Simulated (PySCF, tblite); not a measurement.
# C7H8NS radical: geometry, infrared bands and EPR parameters

What infrared bands and EPR parameters should C7H8NS radical (`C#C[C@](C)(C#N)[CH]SC`) show?

The runs use tblite 0.8.0 and PySCF 2.14.0, with density-fitted response routines of our own; the level of theory stands in each step. All values are computed, except where a source is named. Atoms count from 0, in the outputs and in this text.

## Step 1: The molecule as given

17 atoms, charge 0, multiplicity 2; geometry from: force field or distance geometry start.

Bonds of the start (Å): C0–C1 1.19, C1–C2 1.50, C2–C3 1.55, C2–C4 1.50, C4–N5 1.15, C2–C6 1.51, C6–S7 1.73, S7–C8 1.81, C0–H9 1.07, C3–H10 1.10, C3–H11 1.11, C3–H12 1.08, C6–H13 1.09, C8–H14 1.08, C8–H15 1.08, C8–H16 1.10.

## Step 2: Geometry optimisation with GFN2-xTB

The job: settings as JSON, then the geometry in Å.

```
{"job": {"kind": "relax", "xc": "GFN2-xTB", "basis": "xTB"}, "charge": 0, "multiplicity": 2}
C     -1.439400     2.633400    -0.229500
C     -1.259100     1.469900    -0.047700
C     -1.007800     0.014000     0.198000
C     -1.737300    -0.787200    -0.907100
C     -1.562100    -0.413900     1.519000
N     -1.977400    -0.759100     2.539600
C      0.486900    -0.202100     0.222500
S      1.459000    -0.449000    -1.188700
C      3.111400    -0.511200    -0.460900
H     -1.622700     3.673800    -0.394500
H     -2.828400    -0.671200    -0.834100
H     -1.532900    -1.871100    -0.803100
H     -1.451600    -0.479000    -1.898300
H      1.000200    -0.087300     1.177000
H      3.177600    -1.321300     0.257500
H      3.842800    -0.665400    -1.239500
H      3.333700     0.438500     0.046300
```

Started as:

```
> OMP_NUM_THREADS=1 python probes_run.py task.json out
```

The driver reads the jobs from task.json and runs them one after another.

**Question.** This job is followed by: GFN2-xTB harmonic vibrations, gas phase; UKS B3LYP, pcH-1 on C H N S, non-relativistic, mean-field spin-orbit, GIAO. Predict these results of the whole session: strongest single infrared mode (GFN2-xTB); zero-point energy (GFN2-xTB); g(iso) (B3LYP); ⟨S²⟩; largest a(iso) (averaged by class); surface potential, 1st and 99th percentile.

The runs gave:

```
                                 quantity                  value
strongest single infrared mode (GFN2-xTB)  2368 cm⁻¹, 276 km/mol
             zero-point energy (GFN2-xTB)          77.4 kcal/mol
                           g(iso) (B3LYP)                2.00487
                                     ⟨S²⟩     0.755 (exact 0.75)
       largest a(iso) (averaged by class)   13C on C6, 110.1 MHz
    surface potential, 1st and 99th percentile     -1.83 V and 1.47 V
```

Relaxing lowered the energy by 0.187 eV in 172 steps; the close pair that moved most is C1–C2, from 1.498 to 1.459 Å. No mode is imaginary among the 45: a minimum at this level. The strongest single mode, at 2368 cm⁻¹, moves mainly C4 and N5. GFN2-xTB is a fitted tight-binding method: band positions and strengths are rough. Its intensities can rank the bands wrongly. C6 carries the largest spin population, 0.80 e. The isotropic g lies 2.6 ppt above the free-electron value.
